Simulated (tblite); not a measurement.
# Ga3H5N3O: the cost of one run

Programs: tblite 0.8.0 and PySCF 2.14.0. All values are calculated, for the isolated system unless a continuum is named. Atoms count from 0, parts from 1.

## Step 1: Starting point

12 atoms, charge -1, multiplicity 1; geometry: distance geometry start.

## Step 2: Geometry optimisation with GFN2-xTB

What the job is given:

```
{"job": {"kind": "relax", "xc": "GFN2-xTB", "basis": "xTB"}, "charge": -1, "multiplicity": 1}
N     -1.406133     1.378677    -0.534587
Ga    -0.932205     1.667834     1.315005
N      0.329846     0.391032     2.043404
Ga     1.347586    -0.611389     0.764018
N      0.379492    -1.338020    -0.723223
Ga    -1.254012    -0.410053    -1.210892
O     -2.798647    -1.459730    -1.166352
H     -1.146957     2.111056    -1.187381
H     -0.752035     3.104581     1.744828
H      0.026184    -0.103691     2.896080
H      2.745861    -0.080622     0.452440
H      0.370505    -2.378755    -0.790382
```

With the program's defaults for keys left out, this is: GFN2-xTB geometry optimisation, gas phase.

Started as:

```sh
OMP_NUM_THREADS=1 python cluster_run.py task.json out
```

This one command runs all jobs of the session in turn.

Q: Estimate the wall time of this first job on 1 thread of Arm Neoverse N1, shared host.

About 2.8 s.
